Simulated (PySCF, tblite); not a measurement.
# C₆H₅FNO radical: geometry, infrared bands and EPR parameters

What infrared bands and EPR parameters should C₆H₅FNO radical (`N#C[C@@H]1C=[C]O[C@@H](F)C1`) show?

Programs: tblite 0.8.0 and PySCF 2.14.0, with density-fitted response routines of our own. Each step states its level of theory. These are calculated values for one molecule in the gas phase, unless marked as measured. Atoms count from 0, in the outputs and in this text.

### 1 Starting geometry

14 atoms, charge 0, multiplicity 2; geometry from: force field or distance geometry start.

Bonds of the start (Å): N0–C1 1.15, C1–C2 1.44, C2–C3 1.52, C3–C4 1.33, C4–O5 1.40, O5–C6 1.43, C6–F7 1.39, C6–C8 1.52, C8–C2 1.53, C2–H9 1.12, C3–H10 1.07, C6–H11 1.10, C8–H12 1.09, C8–H13 1.12.

### 2 Geometry optimisation with GFN2-xTB

Job settings and geometry (Å):

```
{"job": {"kind": "relax", "xc": "GFN2-xTB", "basis": "xTB"}, "charge": 0, "multiplicity": 2}
N     -2.562000    -1.692300     1.213100
C     -1.743600    -0.953700     0.898100
C     -0.689900    -0.055400     0.505100
C     -1.137000     0.938900    -0.552700
C     -0.156200     1.731400    -0.988000
O      1.128200     1.561600    -0.452500
C      1.599700     0.240600    -0.166000
F      2.173500     0.154200     1.095600
C      0.474400    -0.781200    -0.171400
H     -0.229000     0.516200     1.349300
H     -2.147000     0.992100    -0.906500
H      2.359400     0.032800    -0.929800
H      0.719100    -1.723100     0.326000
H      0.209800    -0.962600    -1.242500
```

Command:

```bash
> OMP_NUM_THREADS=1 python probes_run.py task.json out
```

One launch serves the whole session: the jobs run in the order shown.

**Question.** This job is followed by: GFN2-xTB harmonic vibrations, gas phase; UKS B3LYP, pcH-1 on C F H N O, non-relativistic, mean-field spin-orbit, GIAO. What will the session give for the following? strongest single infrared mode (GFN2-xTB); zero-point energy (GFN2-xTB); g(iso) (B3LYP); ⟨S²⟩; largest a(iso); potential on the surface of density 0.002 e/bohr³, 1st and 99th percentile.

As calculated:

| quantity | value |
| --- | --- |
| strongest single infrared mode (GFN2-xTB) | 2395 cm⁻¹, 218 km/mol |
| zero-point energy (GFN2-xTB) | 60.6 kcal/mol |
| g(iso) (B3LYP) | 2.00249 |
| ⟨S²⟩ | 0.757 (exact 0.75) |
| largest a(iso) | 13C on C4, 537.6 MHz |
| potential on the surface of density 0.002 e/bohr³, 1st and 99th percentile | -1.70 V and 1.65 V |

Over 68 steps the energy fell by 0.671 eV; of the close pairs, C4–O5 changed most, 1.402 to 1.327 Å. All 36 modes are real, so the xTB geometry is a minimum. The strongest single mode, at 2395 cm⁻¹, moves mainly C1 and N0. GFN2-xTB is a fitted tight-binding method: band positions and strengths are rough. Its intensities can rank the bands wrongly. C4 carries the largest spin population, 0.94 e. The isotropic g lies 0.2 ppt above the free-electron value. These values are for one conformer; the search (at its own cheap level) found 2 more, at 1.40, 2.61 kcal/mol, and measured spectra average over such forms.
